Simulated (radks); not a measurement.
# Valence configurations of Kr⁺

One table from this session's results is given with a row withheld; the runs are named, their logs left out.

The numbers are computed with radks (a radial shooting solver on a logarithmic mesh, Libxc functionals) version 1 (scalar-relativistic Kohn-Sham, r2SCAN, spin-polarised, spherical densities, finite nucleus; open shells are filled with parallel spins first), except any that are marked as measured or tabulated.

## What is computed

```
element            : krypton (Z = 36)
charge             : +1
electrons          : 35
configuration      : [Ar] 3d10 4s2 4p5
nuclear rms radius : 4.1884 fm
others tried       : 3d10 4s1 4p6; 3d9 4s2 4p6; 3d9.5 4s2 4p5.5
```

Outer shells as boxes (Hund's rule):

Kr⁺
```
[Ar] core
3d [↑↓][↑↓][↑↓][↑↓][↑↓]
4s [↑↓]
4p [↑↓][↑↓][↑ ]
```

Set-up of the first run:

Input:

```text
Z 36
configuration [Ar] 3d10 4s2 4p5
relativity scalar-relativistic
functional r2scan,r2scan
spin polarised
nucleus finite rms 4.1884 fm
c 137.035999084
```

Steps of the session up to this table: [Ar] 3d10 4s2 4p5.

One of the session's tables, all rows but one given; the rest of the session is left out.

It belongs to the step «[Ar] 3d10 4s2 4p5». Radial moments (bohr):

| level | <r> | outermost maximum (interpolated) | 90 % within | nodes |
| --- | --- | --- | --- | --- |
| 3p up | 0.5398 | 0.463 | 0.822 | 1 |
| 3p down | 0.5397 | 0.463 | 0.822 | 1 |
| 3d up | 0.5556 | 0.413 | 0.909 | 0 |
| 3d down | 0.5548 | 0.413 | 0.907 | 0 |
| 4s up | 1.544 | 1.33 | 2.28 | 3 |
| 4s down | 1.548 | 1.33 | 2.29 | 3 |
| 4p up | ? | ? | ? | ? |
| 4p down | 1.829 | 1.52 | 2.77 | 2 |

Estimate the missing values for 4p up.

As computed: <r>: 1.815; outermost maximum (interpolated): 1.52; 90 % within: 2.74; nodes: 2. In the column «<r>» it lies between 4s down (1.548) and 4p down (1.829).
